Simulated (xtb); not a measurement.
# AlSiH3SCl2 ((Cl)2Al-S-SiH3) at 3 levels

Wanted: a comparison of 3 runs (GFN2-xTB, GFN0-xTB, GFN1-xTB) of AlSiH3SCl2 ((Cl)2Al-S-SiH3). 

The results are computed with xtb 6.7.1.

3 further runs of the same task are left out: 3 set aside as unsound or not needed.

## 1. Starting point

The species is AlSiH3SCl2 (8 atoms), meant as a singlet with charge 0. Geometry: a GFN2-xTB relaxation, a rough one for these elements and not checked as a minimum.

Bond lengths: Al1–Cl2 2.025 Å, Al1–Cl3 2.037 Å, Al1–S4 2.195 Å, S4–Si5 2.171 Å, Si5–H6 1.454 Å, Si5–H7 1.460 Å, Si5–H8 1.459 Å. Angles: Cl2–Al1–Cl3 121.2°, Cl2–Al1–S4 117.9°, Cl3–Al1–S4 120.9°, Al1–S4–Si5 104.5°, S4–Si5–H6 101.1°, S4–Si5–H7 108.6°, S4–Si5–H8 109.2°, H6–Si5–H7 112.9°, H6–Si5–H8 112.7°, H7–Si5–H8 111.7°.

## 2. Energy and gradient at GFN2-xTB (run 1)

File .CHRG:

```
0
```

File .UHF:

```
0
```

File struc.xyz:

```xyz
8
AlCl2H3SSi
Al     0.10965000    -0.76307000     1.70533000
Cl     0.32044000    -0.81733000     3.71821000
Cl    -0.10621000    -2.47447000     0.62105000
S      0.06493000     1.20294000     0.72957000
Si    -0.07837000     0.75447000    -1.38981000
H     -0.11096000     2.09270000    -1.95862000
H      1.10567000    -0.00129000    -1.78607000
H     -1.30515000     0.00606000    -1.63966000
```

Run with:

```
$ xtb struc.xyz --gfn 2 --json --grad --parallel 1 > xtb.out 2> xtb.err
```

Standard output:

```text
* xtb version 6.7.1
[...]
          :  # basis functions                  53          :
[...]
          :  # electrons                        30          :
[...]
          :  Hamiltonian                  GFN2-xTB          :
[...]
          :  net charge                          0          :
          :  unpaired electrons                  0          :
[...]
   *** convergence criteria satisfied after 16 iterations ***
[...]
         ::                     SUMMARY                     ::
         :::::::::::::::::::::::::::::::::::::::::::::::::::::
         :: total energy             -16.882573109282 Eh    ::
         :: gradient norm              0.001403408414 Eh/a0 ::
         :: HOMO-LUMO gap              3.502145294543 eV    ::
         ::.................................................::
         :: SCC energy               -16.952464428753 Eh    ::
         :: -> isotropic ES            0.057844629454 Eh    ::
         :: -> anisotropic ES          0.001403274867 Eh    ::
         :: -> anisotropic XC         -0.003036260225 Eh    ::
         :: -> dispersion             -0.007793733796 Eh    ::
         :: repulsion energy           0.069891319471 Eh    ::
         :: add. restraining           0.000000000000 Eh    ::
         :: total charge               0.000000000000 e     ::
         :::::::::::::::::::::::::::::::::::::::::::::::::::::
[...]
        15        2.0000           -0.3927460             -10.6872 (HOMO)
        16                         -0.2640445              -7.1850 (LUMO)
[...]
     #   Z          covCN         q      C6AA      α(0)
     1  13 Al       2.396     0.366   100.050    20.883
     2  17 Cl       0.769    -0.138   103.298    15.547
     3  17 Cl       0.769    -0.173   104.395    15.629
     4  16 S        1.712    -0.375   157.505    21.125
     5  14 Si       3.651     0.497    97.588    18.939
     6   1 H        0.921    -0.056     4.241     3.221
     7   1 H        0.919    -0.061     4.382     3.274
     8   1 H        0.920    -0.060     4.337     3.257
[...]
     #   Z sym  total        # sym  WBO       # sym  WBO       # sym  WBO
 ---------------------------------------------------------------------------
     1  13 Al   3.908 --     2 Cl   1.339     3 Cl   1.281     4 S    1.178
     2  17 Cl   1.467 --     1 Al   1.339
     3  17 Cl   1.429 --     1 Al   1.281
     4  16 S    2.265 --     1 Al   1.178     5 Si   0.834
     5  14 Si   3.606 --     6 H    0.897     8 H    0.888     7 H    0.887
                             4 S    0.834
     6   1 H    0.996 --     5 Si   0.897
     7   1 H    0.996 --     5 Si   0.887
     8   1 H    0.996 --     5 Si   0.888
 ---------------------------------------------------------------------------
[...]
molecular dipole:
                 x           y           z       tot (Debye)
 q only:       -0.062       0.127      -1.217
   full:       -0.052      -0.353      -0.916       2.498
molecular quadrupole (traceless):
[...]
          | TOTAL ENERGY              -16.882573109282 Eh   |
          | GRADIENT NORM               0.001403408414 Eh/α |
          | HOMO-LUMO GAP               3.502145294543 eV   |
           -------------------------------------------------
[...]
```

Standard error:

```text
normal termination of xtb
```

It took 0.033 s on 1 thread of Intel Xeon 6975P-C (Granite Rapids), shared host.

## 3. Energy and gradient at GFN0-xTB (run 2)

File mol.coord:

```
$coord
      0.207208469565     -1.441993313918      3.222606652108  al
      0.605543839375     -1.544529853440      7.026398573845  cl
     -0.200707811697     -4.676070603603      1.173614409699  cl
      0.122699917272      2.273227144357      1.378687488743  s
     -0.148097836387      1.425741669246     -2.626360265266  si
     -0.209684010788      3.954629861004     -3.701255382215  h
      2.089413484215     -0.002437746701     -3.375183139410  h
     -2.466376051555      0.011451740315     -3.098508337504  h
$end
```

Run with:

```
$ xtb mol.coord --grad --gfn 0 > run.log 2> xtb.err
```

Standard output, cut to the lines that bear on the results:

```text
* xtb version 6.7.1
[...]
          :  # basis functions                  56          :
[...]
          :  # electrons                        30          :
[...]
 Zeroth order Hamiltonian       ...        0 min,  0.000 sec ( 10.130%)
[...]
         ::                     SUMMARY                     ::
         :::::::::::::::::::::::::::::::::::::::::::::::::::::
         :: total energy             -16.802989430491 Eh    ::
         :: gradient norm              0.042184091541 Eh/a0 ::
         :: HOMO-LUMO gap              4.985098245039 eV    ::
         ::.................................................::
         :: H0 energy                -16.778539123502 Eh    ::
         :: repulsion energy           0.072671431481 Eh    ::
         :: electrostat energy        -0.094263825413 Eh    ::
         :: -> Gsolv                   0.000000000000 Eh    ::
         ::    -> Gsasa                0.000000000000 Eh    ::
         ::    -> Gshift               0.000000000000 Eh    ::
         :: dispersion energy         -0.002857913057 Eh    ::
         :: short-range corr.          0.000000000000 Eh    ::
         :: add. restraining           0.000000000000 Eh    ::
         :: total charge              -0.000000000000 e     ::
         :::::::::::::::::::::::::::::::::::::::::::::::::::::
[...]
        15        2.0000           -0.4294661             -11.6864 (HOMO)
        16                         -0.2462671              -6.7013 (LUMO)
[...]
          | TOTAL ENERGY              -16.802989430491 Eh   |
          | GRADIENT NORM               0.042184091541 Eh/α |
          | HOMO-LUMO GAP               4.985098245039 eV   |
           -------------------------------------------------
[...]
```

Standard error:

```text
normal termination of xtb
```

It took 0.029 s on 1 thread of Intel Xeon 6975P-C (Granite Rapids), shared host.

## 4. Energy and gradient at GFN1-xTB (run 3)

mol.coord is that of step 3.

Run with:

```
$ xtb mol.coord --gfn 1 --json --grad > run.log
```

Standard output:

```text
* xtb version 6.7.1
[...]
          :  # basis functions                  56          :
[...]
          :  # electrons                        30          :
[...]
          :  Hamiltonian                  GFN1-xTB          :
[...]
          :  net charge                          0          :
          :  unpaired electrons                  0          :
[...]
   *** convergence criteria satisfied after 11 iterations ***
[...]
         ::                     SUMMARY                     ::
         :::::::::::::::::::::::::::::::::::::::::::::::::::::
         :: total energy             -17.217991889547 Eh    ::
         :: gradient norm              0.055220345975 Eh/a0 ::
         :: HOMO-LUMO gap              4.510684060330 eV    ::
         ::.................................................::
         :: SCC energy               -17.284770448549 Eh    ::
         :: -> electrostatic           0.008716789650 Eh    ::
         :: repulsion energy           0.071027320342 Eh    ::
         :: dispersion energy         -0.004248761340 Eh    ::
         :: halogen bond corr.         0.000000000000 Eh    ::
         :: add. restraining           0.000000000000 Eh    ::
         :: total charge               0.000000000000 e     ::
         :::::::::::::::::::::::::::::::::::::::::::::::::::::
[...]
        15        2.0000           -0.4396837             -11.9644 (HOMO)
        16                         -0.2739191              -7.4537 (LUMO)
[...]
     #   Z sym  total        # sym  WBO       # sym  WBO       # sym  WBO
 ---------------------------------------------------------------------------
     1  13 al   3.850 --     2 cl   1.292     3 cl   1.250     4 s    1.100
                             5 si   0.162
     2  17 cl   1.418 --     1 al   1.292
     3  17 cl   1.414 --     1 al   1.250
     4  16 s    2.572 --     5 si   1.276     1 al   1.100
     5  14 si   4.217 --     4 s    1.276     6 h    0.929     8 h    0.915
                             7 h    0.915     1 al   0.162
     6   1 h    0.990 --     5 si   0.929
     7   1 h    0.989 --     5 si   0.915
     8   1 h    0.989 --     5 si   0.915
 ---------------------------------------------------------------------------
[...]
          | TOTAL ENERGY              -17.217991889547 Eh   |
          | GRADIENT NORM               0.055220345975 Eh/α |
          | HOMO-LUMO GAP               4.510684060330 eV   |
           -------------------------------------------------
[...]
```

Standard error:

```text
normal termination of xtb
```

Run time: 0.033 s. Hardware: 1 thread of Intel Xeon 6975P-C (Granite Rapids), shared host.

## 5. The series

| run | level | energy (Eh) | dipole moment (D) | HOMO energy (eV) | LUMO energy (eV) | wall time |
| --- | --- | --- | --- | --- | --- | --- |
| 1 | GFN2-xTB | -16.882573 | 2.50 | -10.69 | -7.18 | 0.033 s |
| 2 | GFN0-xTB | -16.802989 | 2.21 | -11.69 | -6.70 | 0.029 s |
| 3 | GFN1-xTB | -17.217992 | 1.55 | -11.96 | -7.45 | 0.033 s |

## 6. Summary of results

| quantity | value |
| --- | --- |
| run 3: total energy | -17.21799 Eh |
| run 3: dipole moment | 1.55 D |
| run 3: HOMO energy | -11.96 eV |
| run 3: LUMO energy | -7.45 eV |
| run 3: HOMO–LUMO gap | 4.51 eV |
| run 3: dispersion energy | -11.16 kJ/mol |
| run 3: largest force on an atom | 1.691 eV/Å |

In words: The dipole moment (its size) runs from 1.55 D (GFN1-xTB) to 2.50 D (GFN2-xTB). The HOMO–LUMO gap runs from 3.50 eV (GFN2-xTB) to 4.99 eV (GFN0-xTB). Force-field and semi-empirical energies have zeros of their own, so their totals don't compare. All runs together took 0.095 s, the longest 0.033 s.
